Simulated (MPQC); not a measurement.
# GaH2F (SMILES [H][Ga]([H])[F]): levels of theory compared

We compute a comparison of 5 runs (HF/STO-3G, HF/def2-SVP, HF/def2-TZVP, B3LYP/6-31G*, PBE0/def2-SVP) of GaH2F. 

The calculation is run with MPQC 2.3.1.

**1. The molecule**

GaH2F has 4 atoms, charge 0, and is taken as a singlet. As SMILES, `[H][Ga]([H])[F]`. Geometry: a GFN2-xTB relaxation, a rough one for these elements and not checked as a minimum.

Bond lengths: Ga1–F4 1.732 Å, Ga1–H2 1.543 Å, Ga1–H3 1.543 Å. Angles: H2–Ga1–F4 115.6°, H3–Ga1–F4 115.6°, H2–Ga1–H3 128.8°.

**2. Energy and gradient at HF/STO-3G (run 1)**

Contents of job.in:

```
% emacs should use -*- KeyVal -*- mode
molecule<Molecule>: (
    symmetry = c1
    unit = angstrom
    { atoms geometry } = {
        Ga [ 0.051230     0.085260     0.000790 ]
        H  [ 1.586900    -0.059960     0.013870 ]
        H  [ -0.797470     1.373580    -0.018980 ]
        F  [ -0.840670    -1.398880     0.004310 ]
    }
)
basis<GaussianBasisSet>: (
    name = "STO-3G"
    molecule = $:molecule
    basisdir = "."
    puream = yes
)
mpqc: (
    checkpoint = no
    savestate = no
    restart = no
    do_energy = yes
    do_gradient = yes
    optimize = no
    mole<CLHF>: (
        molecule = $:molecule
        basis = $:basis
        total_charge = 0
        memory = 1000000000
        print_evals = yes
        maxiter = 120
        value_accuracy = 1e-08
        guess_wavefunction<CLHF>: (
            molecule = $:molecule
            total_charge = 0
            memory = 1000000000
            value_accuracy = 1e-3
            basis<GaussianBasisSet>: (
                name = "STO-3G"
                molecule = $:molecule
            )
        )
    )
)
```

The basis set STO-3G is read from a file made from the Basis Set Exchange's data (not shown).

On the command line:

```sh
$ mpqc -o job.out job.in
```

The program printed:

```text
MPQC: Massively Parallel Quantum Chemistry
[...]
  LUMO is    22   A =   0.186733
  total scf energy = -2000.0612159304
[...]
Value of the MolecularEnergy: -2000.0612159304
  Gradient of the MolecularEnergy:
      1    0.0052126690
      2    0.0086580488
      3    0.0002321373
      4    0.0589449255
      5   -0.0008572492
      6    0.0004257602
      7   -0.0284168765
      8    0.0516929512
      9   -0.0007780762
     10   -0.0357407180
     11   -0.0594937509
     12    0.0001201786
[...]
      symmetry = c1
[...]
```

It took 0.28 s on 1 thread of Arm Neoverse V2, shared host.

**3. Energy and gradient at HF/def2-SVP (run 2)**

Contents of run.in:

```
molecule<Molecule>: (
    symmetry = c1
    unit = angstrom
    { atoms geometry } = {
        Ga [ 0.051230 0.085260 0.000790 ]
        H  [ 1.586900 -0.059960 0.013870 ]
        H  [ -0.797470 1.373580 -0.018980 ]
        F  [ -0.840670 -1.398880 0.004310 ]
    }
)
basis<GaussianBasisSet>: (
    name = "def2-SVP"
    molecule = $:molecule
    basisdir = "."
    puream = yes
)
mpqc: (
    checkpoint = no
    savestate = no
    restart = no
    do_energy = yes
    do_gradient = yes
    optimize = no
    mole<CLHF>: (
        molecule = $:molecule
        basis = $:basis
        total_charge = 0
        memory = 1000000000
        print_evals = yes
        maxiter = 120
        value_accuracy = 1e-08
        guess_wavefunction<CLHF>: (
            molecule = $:molecule
            total_charge = 0
            memory = 1000000000
            value_accuracy = 1e-3
            basis<GaussianBasisSet>: (
                name = "STO-3G"
                molecule = $:molecule
            )
        )
    )
)
```

The basis set def2-SVP is read from a file made from the Basis Set Exchange's data (not shown).

On the command line:

```sh
$ mpqc -o run.out run.in
```

The program printed:

```text
MPQC: Massively Parallel Quantum Chemistry
[...]
  LUMO is    22   A =   0.045776
  total scf energy = -2023.5471878514
[...]
Value of the MolecularEnergy: -2023.5471878514
  Gradient of the MolecularEnergy:
      1   -0.0029717261
      2   -0.0050857757
      3    0.0001696012
      4   -0.0059139534
      5    0.0013564472
      6   -0.0001192616
      7    0.0039284350
      8   -0.0044955216
      9    0.0000157045
     10    0.0049572446
     11    0.0082248501
     12   -0.0000660441
[...]
      symmetry = c1
[...]
```

Run time: 2.7 s. Hardware: 1 thread of Arm Neoverse V2, shared host; peak memory 0.15 GiB.

Runs 3 to 4 aren't shown in full; the table further down has their settings and results.

**4. Energy and forces at PBE0/def2-SVP (run 5)**

Contents of input.in:

```
molecule<Molecule>: (
   symmetry = c1
   unit = angstrom
   { atoms geometry } = {
      Ga [ 0.051230     0.085260     0.000790 ]
      H  [ 1.586900    -0.059960     0.013870 ]
      H  [ -0.797470     1.373580    -0.018980 ]
      F  [ -0.840670    -1.398880     0.004310 ]
   }
)
basis<GaussianBasisSet>: (
   name = "def2-SVP"
   molecule = $:molecule
   basisdir = "."
   puream = yes
)
mpqc: (
   checkpoint = no
   savestate = no
   restart = no
   do_energy = yes
   do_gradient = yes
   optimize = no
   mole<CLKS>: (
      molecule = $:molecule
      basis = $:basis
      total_charge = 0
      memory = 1000000000
      print_evals = yes
      maxiter = 120
      value_accuracy = 1e-08
      functional<SumDenFunctional>: (
         a0 = 0.25
         coefs = [ 0.75 1 ]
         funcs: [ <PBEXFunctional>: () <PBECFunctional>: () ]
      )
      integrator<RadialAngularIntegrator>: ( grid = xfine )
      guess_wavefunction<CLHF>: (
         molecule = $:molecule
         total_charge = 0
         memory = 1000000000
         value_accuracy = 1e-3
         basis<GaussianBasisSet>: (
            name = "STO-3G"
            molecule = $:molecule
         )
      )
   )
)
```

The basis set def2-SVP is read from a file made from the Basis Set Exchange's data (not shown).

On the command line:

```sh
$ mpqc input.in > input.out
```

The program printed:

```text
MPQC: Massively Parallel Quantum Chemistry
[...]
  WARNING: BeckeIntegrationWeight usually uses the atomic maximum
           probability radius, however this is not available for
[...]
  Integrated electron density error = 0.018611602625
  iter     1 energy = -2022.9153969676 delta = 2.32976e-01
[...]
  Integrated electron density error = -0.000029263675
  iter    11 energy = -2025.2398222595 delta = 5.04764e-07
  Integrated electron density error = -0.000029263666
  iter    12 energy = -2025.2398222593 delta = 9.38889e-08
  Integrated electron density error = -0.000029263666
  iter    13 energy = -2025.2398222593 delta = 1.59165e-08
[...]
  LUMO is    22   A =  -0.054535
  total scf energy = -2025.2398222593
[...]
  Integrated electron density error = -0.000029271290
  Total Gradient:
[...]
Value of the MolecularEnergy: -2025.2398222593
  Gradient of the MolecularEnergy:
      1   -0.0062228266
      2   -0.0104565264
      3    0.0001693189
      4   -0.0054981700
      5    0.0021593581
      6   -0.0001160349
      7    0.0044446405
      8   -0.0037578233
      9    0.0000202439
     10    0.0072763561
     11    0.0120549915
     12   -0.0000735280
[...]
        symmetry = c1
[...]
```

It took 18 s on 1 thread of Arm Neoverse V2, shared host; peak memory 0.15 GiB.

**5. The series**

```
run                               level  starting guess  integration grid   energy (Eh)  HOMO energy (eV)  LUMO energy (eV)  HOMO–LUMO gap (eV)  wall time
  1                           HF/STO-3G          STO-3G                 –  -2000.061216             -7.58              5.08               12.66     0.28 s
  2                         HF/def2-SVP          STO-3G                 –  -2023.547188            -12.20              1.25               13.44      2.7 s
  3                        HF/def2-TZVP           3-21G                 –  -2023.925122            -12.21              1.12               13.33       15 s
  4  B3LYP/6-31G* (spherical functions)          STO-3G             xfine  -2025.682800             -8.56             -1.77                6.79       15 s
  5                       PBE0/def2-SVP          STO-3G             xfine  -2025.239822             -8.81             -1.48                7.33       18 s
```

**6. Summary of results**

| quantity | value |
| --- | --- |
| run 5: total energy | -2025.23982 Eh |
| run 5: HOMO energy | -8.81 eV |
| run 5: LUMO energy | -1.48 eV |
| run 5: HOMO–LUMO gap | 7.33 eV |
| run 5: largest force on an atom | 0.724 eV/Å |

**Reading.** The HOMO–LUMO gap runs from 6.79 eV (B3LYP/6-31G*) to 13.44 eV (HF/def2-SVP). The two ends differ in method and basis. Totals of different functionals can't be ranked against each other. In run 1 the basis is minimal, so the values are rough. All runs together took 51 s, the longest 18 s.
